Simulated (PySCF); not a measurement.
# H2Hg (Hg(H)2): the cost of one run

Method: PBE0, Hg def2-SVP with ECP60, H def2-SVP; scalar-relativistic core potentials, no spin–orbit coupling; program: PySCF 2.14.0.

1 further run of the same task is left out (for a known fault of the program).

## Step 1: Where the work starts

3 atoms, charge 0, spin multiplicity 1.

Bond lengths: Hg1–H2 1.800 Å, Hg1–H3 1.800 Å. Angles: H2–Hg1–H3 131.8°.

Geometry (Å):

```csv
atom,x (Å),y (Å),z (Å)
Hg1,0.00000,0.00000,0.00000
H2,1.64300,0.00000,0.73530
H3,-1.64300,0.00000,0.73530
```

Formal oxidation states: Hg +2.

## Step 2: SCF at the start, singlet

Input file run.py (the lines that set the calculation):

```python
mol = gto.M(atom='''
Hg     0.00000     0.00000     0.00000
H      1.64300     0.00000     0.73530
H     -1.64300     0.00000     0.73530''',
    basis={'Hg': 'def2-SVP', 'H': 'def2-SVP'},
    ecp={'Hg': 'def2-SVP'},
    charge=0, spin=0)
mf = dft.RKS(mol, xc='PBE0')
mf.grids.atom_grid = (50, 194)
mf = mf.density_fit()  # fitting sets: Hg def2-universal-JKFIT, H def2-universal-JKFIT
mf.conv_tol = 1e-08; mf.max_cycle = 55
mf.kernel(dm0)  # dm0: free metal ions and neutral atoms
```

The run is started by

```console
$ OMP_NUM_THREADS=2 python run.py
```

What time and memory should one allow on 2 threads of Arm Neoverse V1, shared host?

About 1.1 s, with a peak of 0.25 GiB.
